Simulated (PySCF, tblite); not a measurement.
# C5H11BN2: geometry, infrared bands and NMR shifts

Aim: predict the infrared bands and NMR shifts of C5H11BN2 (`[H]/N=C/C[B@@H-](C#C)[NH2+]C`).

The runs use tblite 0.8.0 and PySCF 2.14.0, with density-fitted response routines of our own; the level of theory stands in each step. All values are computed, except where a source is named. Atoms count from 0, in the outputs and in this text.

### Step 1. The molecule as given

19 atoms, charge 0, multiplicity 1; geometry from: force field or distance geometry start.

Bonds of the start (Å): C0–C1 1.20, C1–B2 1.57, B2–C3 1.57, C3–C4 1.50, C4–N5 1.28, B2–N6 1.52, N6–C7 1.41, C0–H8 1.07, B2–H9 1.18, C3–H10 1.12, C3–H11 1.09, C4–H12 1.09, N5–H13 1.04, N6–H14 1.07, N6–H15 1.05, C7–H16 1.09, C7–H17 1.11, C7–H18 1.14.

### Step 2. Relaxing the molecule with GFN2-xTB

What the job is given:

```
{"job": {"kind": "relax", "xc": "GFN2-xTB", "basis": "xTB"}, "charge": 0, "multiplicity": 1}
C     -0.692700     2.968200     0.475300
C     -0.459900     1.794200     0.396900
B     -0.145700     0.261300     0.338000
C      0.870300     0.067200    -0.846600
C      2.234200     0.080800    -0.227400
N      2.475800    -0.469200     0.905900
N     -1.495900    -0.405100     0.138800
C     -1.500600    -1.765400    -0.225300
H     -0.923200     4.016100     0.522600
H      0.333100    -0.093700     1.358600
H      0.862400     0.923600    -1.563100
H      0.789100    -0.871300    -1.401100
H      3.059200     0.573100    -0.744300
H      3.421800    -0.461400     1.334600
H     -2.015600    -0.303500     1.066900
H     -2.059900     0.187100    -0.512900
H     -0.766500    -2.100300    -0.951200
H     -1.490600    -2.450700     0.651200
H     -2.505100    -1.941800    -0.724400
```

Started as:

```bash
$ OMP_NUM_THREADS=1 python probes_run.py task.json out
```

The driver reads the jobs from task.json and runs them one after another.

**Question.** This job is followed by: GFN2-xTB harmonic vibrations, gas phase; GIAO PBE0/pcSseg-1 NMR shielding, non-relativistic, gas phase. What will the session give for the following? strongest single infrared mode (GFN2-xTB); zero-point energy (GFN2-xTB); ¹³C shifts against TMS (PBE0/pcSseg-1); ¹H shifts against TMS (PBE0/pcSseg-1, means over atoms taken as alike); ¹¹B shifts against BF3·OEt2 (PBE0/pcSseg-1); ¹⁵N shifts against NH3 (PBE0/pcSseg-1); surface potential, 1st and 99th percentile.

As calculated:

| quantity | value |
| --- | --- |
| strongest single infrared mode (GFN2-xTB) | 1723 cm⁻¹, 228 km/mol |
| zero-point energy (GFN2-xTB) | 98.0 kcal/mol |
| ¹³C shifts against TMS (PBE0/pcSseg-1) | 179.4, 103.8, 94.1, 39.5, 31.4 ppm |
| ¹H shifts against TMS (PBE0/pcSseg-1, means over atoms taken as alike) | 10.16, 8.62, 3.02, 2.74, 2.48, 2.27, 1.84, 1.78, 1.41 ppm |
| ¹¹B shifts against BF3·OEt2 (PBE0/pcSseg-1) | -18.3 ppm |
| ¹⁵N shifts against NH3 (PBE0/pcSseg-1) | 340.6, 62.1 ppm |
| surface potential, 1st and 99th percentile | -2.27 V and 2.40 V |

In words: The optimisation took 136 steps and gained 1.072 eV; among the close pairs (by a distance rule), B2–N6 changed most, from 1.519 to 1.660 Å. No mode is imaginary among the 51: a minimum at this level. The strongest single mode, at 1723 cm⁻¹, moves mainly C4 and N5. GFN2-xTB is a fitted tight-binding method: band positions and strengths are rough. Its intensities can rank the bands wrongly. At PBE0/pcSseg-1: Shielding is most anisotropic at N5 (span 598 ppm, paramagnetic term -389 ppm).
